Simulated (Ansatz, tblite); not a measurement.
# Al8N7 wurtzite off rod (Al₈N₇H₂₂−): one state, many levels

Aim: run the singlet of Al8N7 wurtzite off rod (Al₈N₇H₂₂−) at one geometry on many levels, and compare frontier levels, spin and run time.

Method: as each input shows; program: Ansatz 0.2.0, Gaussian basis.

Plan: GFN1-xTB, GFN2-xTB, PBE-D4/def2-TZVP, r2SCAN-D4/def2-TZVP, ωB97M-V/def2-TZVP, B3LYP-D4/def2-TZVP, HF/def2-TZVP, LC-ωPBE(0.10)/def2-SVP, LC-ωPBE(0.15)/def2-SVP, LC-ωPBE(0.20)/def2-SVP, LC-ωPBE(0.30)/def2-SVP, PBE-D4/def2-SVP, PBE0-D4/def2-SVP, HF/STO-3G, HF/6-31G, B3LYP-D4/6-31G, CCSD(T)/def2-SVP, RPA/def2-SVP.

### 1 The structure

The geometry is that of the singlet, from an earlier relaxation (PBE-D4/def2-SVP).

37 atoms, charge -1, spin multiplicity 1.

Bond lengths: Al1–N2 1.979 Å, Al1–N3 1.932 Å, Al1–H16 1.617 Å, Al1–H17 1.622 Å, N2–Al7 1.979 Å, N2–H18 1.034 Å, N2–H19 1.032 Å, N3–Al4 1.929 Å, N3–Al10 1.921 Å, N3–H20 1.038 Å, Al4–N6 1.915 Å, Al4–N8 1.929 Å, Al4–H21 1.620 Å, Al5–N6 1.949 Å, Al5–N11 1.951 Å, Al5–H22 1.640 Å, Al5–H23 1.615 Å, N6–Al9 1.949 Å and more. Angles: N2–Al1–N3 103.2°, N2–Al1–H16 108.3°, N2–Al1–H17 104.4°, N3–Al1–H16 111.7°, N3–Al1–H17 109.6°, H16–Al1–H17 118.3°, Al1–N2–Al7 116.4°, Al1–N2–H18 109.6°, Al1–N2–H19 107.8°, Al7–N2–H18 109.6°, Al7–N2–H19 107.8°, H18–N2–H19 105.0°, Al1–N3–Al4 114.2°, Al1–N3–Al10 111.1°, Al1–N3–H20 107.5°, Al4–N3–Al10 114.5°, Al4–N3–H20 103.8°, Al10–N3–H20 104.7° and more.

As a file:

```xyz
37

Al    0.27231   -1.78233   -2.72192
N    -1.31179   -0.75350   -3.31371
N     0.20730   -1.62701   -0.79681
Al   -1.40586   -0.81079   -0.12302
Al    0.19498   -1.78418    2.47792
N    -1.31126   -0.75806    1.78843
Al   -1.40871    1.13201   -2.71915
N    -1.30525    0.99524   -0.79432
Al   -1.44474    1.05855    2.48067
Al    1.83232   -0.86769   -0.10888
N     1.70752   -0.75635    1.79789
N     1.70050    0.98158   -0.74333
Al    0.16625    2.02071   -0.10613
Al    1.85229    1.06609    2.46663
N     0.20171    1.85422    1.80038
H     0.09020   -3.31513   -3.20480
H     1.53582   -0.94214   -3.29439
H    -2.17303   -1.25054   -3.03184
H    -1.32481   -0.76004   -4.34564
H     0.17986   -2.58863   -0.40656
H    -2.73080   -1.57449   -0.65748
H     0.20191   -3.24123    1.72522
H     0.19412   -1.86669    4.09102
H    -2.15658   -1.24598    2.13209
H    -2.82711    1.74255   -3.19999
H    -0.04926    1.80588   -3.29175
H    -2.15107    1.45241   -0.40275
H    -2.70320    1.79515    1.73012
H    -1.51520    1.09674    4.09389
H     3.18058   -1.59721   -0.59418
H     2.54711   -1.24131    2.15990
H     1.71913    0.99332   -1.77813
H     2.55409    1.47365   -0.42717
H     0.20944    3.55375   -0.58928
H     1.97215    1.13368    4.07488
H     3.09648    1.78451    1.66840
H     0.20259    2.82328    2.16378
```

The ion is computed in the gas phase, without counter-ions or solvent.

PBE0-D4/def2-TZVP was run before; its log isn't repeated, and its numbers join the tables.

### 2 GFN1-xTB

Tight binding, by tblite at 300 K electronic temperature and without a spin-polarisation term:

```python
tblite.interface.Calculator('GFN1-xTB', numbers, positions, charge=-1, uhf=0).singlepoint()
```

Energy -1229.0164 eV, HOMO -6.50 eV, LUMO -1.11 eV; 0.096 s.

### 3 GFN2-xTB

Tight binding, by tblite at 300 K electronic temperature and without a spin-polarisation term:

```python
tblite.interface.Calculator('GFN2-xTB', numbers, positions, charge=-1, uhf=0).singlepoint()
```

Energy -1119.8184 eV, HOMO -7.37 eV, LUMO -2.17 eV; 0.096 s.

### 4 PBE-D4/def2-TZVP

start.molden holds the orbitals of an earlier run on this state, given as this run's starting guess.

in.yaml reads:

```yaml
crystal:
  periodic: [false, false, false]
  atoms:
    - {symbol: Al, position_ang: [0.272314, -1.782326, -2.721922]}
    - {symbol: N, position_ang: [-1.311794, -0.753504, -3.313710]}
    - {symbol: N, position_ang: [0.207300, -1.627011, -0.796813]}
    - {symbol: Al, position_ang: [-1.405858, -0.810788, -0.123017]}
    - {symbol: Al, position_ang: [0.194982, -1.784183, 2.477923]}
    - {symbol: N, position_ang: [-1.311263, -0.758065, 1.788432]}
    - {symbol: Al, position_ang: [-1.408712, 1.132009, -2.719147]}
    - {symbol: N, position_ang: [-1.305247, 0.995243, -0.794319]}
    - {symbol: Al, position_ang: [-1.444741, 1.058548, 2.480667]}
    - {symbol: Al, position_ang: [1.832324, -0.867691, -0.108885]}
    - {symbol: N, position_ang: [1.707525, -0.756352, 1.797892]}
    - {symbol: N, position_ang: [1.700497, 0.981582, -0.743330]}
    - {symbol: Al, position_ang: [0.166249, 2.020713, -0.106132]}
    - {symbol: Al, position_ang: [1.852293, 1.066087, 2.466629]}
    - {symbol: N, position_ang: [0.201706, 1.854217, 1.800383]}
    - {symbol: H, position_ang: [0.090203, -3.315129, -3.204798]}
    - {symbol: H, position_ang: [1.535819, -0.942142, -3.294391]}
    - {symbol: H, position_ang: [-2.173034, -1.250540, -3.031840]}
    - {symbol: H, position_ang: [-1.324808, -0.760039, -4.345638]}
    - {symbol: H, position_ang: [0.179859, -2.588627, -0.406562]}
    - {symbol: H, position_ang: [-2.730798, -1.574491, -0.657485]}
    - {symbol: H, position_ang: [0.201908, -3.241232, 1.725216]}
    - {symbol: H, position_ang: [0.194117, -1.866693, 4.091023]}
    - {symbol: H, position_ang: [-2.156575, -1.245981, 2.132090]}
    - {symbol: H, position_ang: [-2.827109, 1.742548, -3.199987]}
    - {symbol: H, position_ang: [-0.049257, 1.805876, -3.291752]}
    - {symbol: H, position_ang: [-2.151072, 1.452411, -0.402749]}
    - {symbol: H, position_ang: [-2.703203, 1.795152, 1.730124]}
    - {symbol: H, position_ang: [-1.515196, 1.096738, 4.093888]}
    - {symbol: H, position_ang: [3.180578, -1.597212, -0.594180]}
    - {symbol: H, position_ang: [2.547108, -1.241311, 2.159904]}
    - {symbol: H, position_ang: [1.719133, 0.993323, -1.778131]}
    - {symbol: H, position_ang: [2.554093, 1.473649, -0.427167]}
    - {symbol: H, position_ang: [0.209441, 3.553753, -0.589276]}
    - {symbol: H, position_ang: [1.972150, 1.133677, 4.074880]}
    - {symbol: H, position_ang: [3.096482, 1.784514, 1.668402]}
    - {symbol: H, position_ang: [0.202586, 2.823279, 2.163779]}
basis:
  gaussian: {orbitals: def2-TZVP, fitting: {mean_field: def2-universal-jkfit}, initial_orbitals: start.molden}
total_charge: -1
hamiltonian: {xc: pbe, dispersion: d4}
scf: {omitted_lower_state_checks: [starts]}
output: {orbitals: {seedname: orbitals}}
```

Started as:

```sh
$ ansatz run in.yaml --threads 2 --pin off --events-out ev --progress --plain --max-ram 20480MiB --backend cuda --devices 0, --max-vram 18GiB
```

The runs that follow: r2SCAN-D4/def2-TZVP; ωB97M-V/def2-TZVP; B3LYP-D4/def2-TZVP; HF/def2-TZVP; LC-ωPBE(0.10)/def2-SVP; LC-ωPBE(0.15)/def2-SVP; LC-ωPBE(0.20)/def2-SVP; LC-ωPBE(0.30)/def2-SVP; PBE-D4/def2-SVP; PBE0-D4/def2-SVP; HF/STO-3G; HF/6-31G; B3LYP-D4/6-31G; CCSD(T)/def2-SVP; RPA/def2-SVP.

Q: Predict the results of all the runs planned. Wanted: gap in def2-TZVP, named functionals and Hartree-Fock, smallest and largest; gap over the ω; correlation energy, CCSD(T)/def2-SVP; PBE0 total energy, smallest basis above largest.

The runs gave:

```
                                                                  quantity                            value
gap in def2-TZVP, named functionals and Hartree-Fock, smallest and largest  4.83 eV (PBE-D4), 12.44 eV (HF)
                                                   gap over the ω (1/bohr)  7.94 eV at 0.1, 11.20 eV at 0.3
                                      correlation energy, CCSD(T)/def2-SVP                        -54.54 eV
                           PBE0 total energy, smallest basis above largest   30.28 eV (def2-SVP, def2-TZVP)
```

What this shows: Over the named functionals and Hartree-Fock in def2-TZVP the gap runs from 4.83 eV (PBE-D4) to 12.44 eV (HF); exact exchange widens it. Raising the ω (1/bohr) from 0.1 to 0.3 moves the HOMO by -1.96 eV and the LUMO by +1.29 eV.
